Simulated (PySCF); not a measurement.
# A diatomic session: CaCd

What are the lowest state that PBE0 finds, the bond length, vibrational wavenumber and bond energy of CaCd, and how much do these hang on the method?

Method: Ca def2-SVP, Cd def2-SVP with ECP28, scalar-relativistic core potentials; program: PySCF 2.14.0.

### Step 1. The job

Settings of the job:

```yaml
atoms: Ca, Cd
charge: 0
basis: Ca def2-SVP, Cd def2-SVP with ECP28
Hamiltonian: scalar-relativistic core potentials
basis_functions: 55
electrons_treated: 40
masses_in_u: 39.9626, 113.9034
levels: PBE0, PBE, r²SCAN, B3LYP, M06, B97-3, ωB97X, HF, MP2, SCS-MP2, CCSD, CCSD(T)
grid: 80 radial by 434 angular points
occupations: held fixed by the projection of orbital angular momentum
dissociation_limit: Ca + Cd, each in its ground configuration
starting_distance_in_angstrom: 2.990
values_of_2S_to_try: 0, 2
```

After this run come: First curve: PBE0; Other states along the same grid; PBE (GGA); r²SCAN (meta-GGA); B3LYP; M06 (hybrid meta-GGA); B97-3 (global hybrid GGA); ωB97X (range-separated hybrid); RHF (mean field); Correlated methods on the Hartree–Fock reference.

Before running it: what results should come out? Wanted: for each run, Re; ωe; De; μ.

The runs gave:

Lowest PBE0 solution found, without spin–orbit coupling: ¹Σ⁺ (singlet), closed shell. The other levels ran on it alone.

| level | Re (Å) | ωe (cm⁻¹) | De (eV) | μ (D) |
| --- | --- | --- | --- | --- |
| RHF-MP2 | 4.083 | 37.6 | 0.074 | n/a |
| RHF-SCS-MP2 | 4.347 | 26.5 | 0.044 | n/a |
| RHF-CCSD(T) | 4.223 | 30.5 | 0.054 | n/a |
| PBE | 3.710 | 62.5 | 0.145 | -0.09 |
| r²SCAN | 3.671 | 65.3 | 0.140 | -0.14 |
| B3LYP | 3.966 | 40.2 | 0.036 | -0.15 |
| PBE0 | 3.837 | 53.6 | 0.108 | -0.02 |
| B97-3 | 4.070 | 40.2 | 0.056 | -0.12 |
| M06 | 3.690 | 66.0 | 0.179 | -0.26 |
| ωB97X | 4.097 | 40.3 | 0.080 | 0.00 |

De is counted to Ca + Cd in their ground configurations. A positive dipole means Ca(−)Cd(+). No constants: RHF (no minimum is bracketed among the points kept); RHF-CCSD (no minimum is bracketed among the points kept).

**Reading.** Bond lengths run from 3.671 Å (r²SCAN) to 4.347 Å (RHF-SCS-MP2). CCSD(T) can't serve as the judge here: for a weak bond in this basis it is far from its limit. Among the levels with a De in the table, it runs from 0.036 eV (B3LYP) to 0.179 eV (M06).

Correlated steps freeze 5 core orbitals. The bond is weak, and basis-set superposition, which was not computed, may be a sizeable part of it. Spin–orbit coupling is left out.
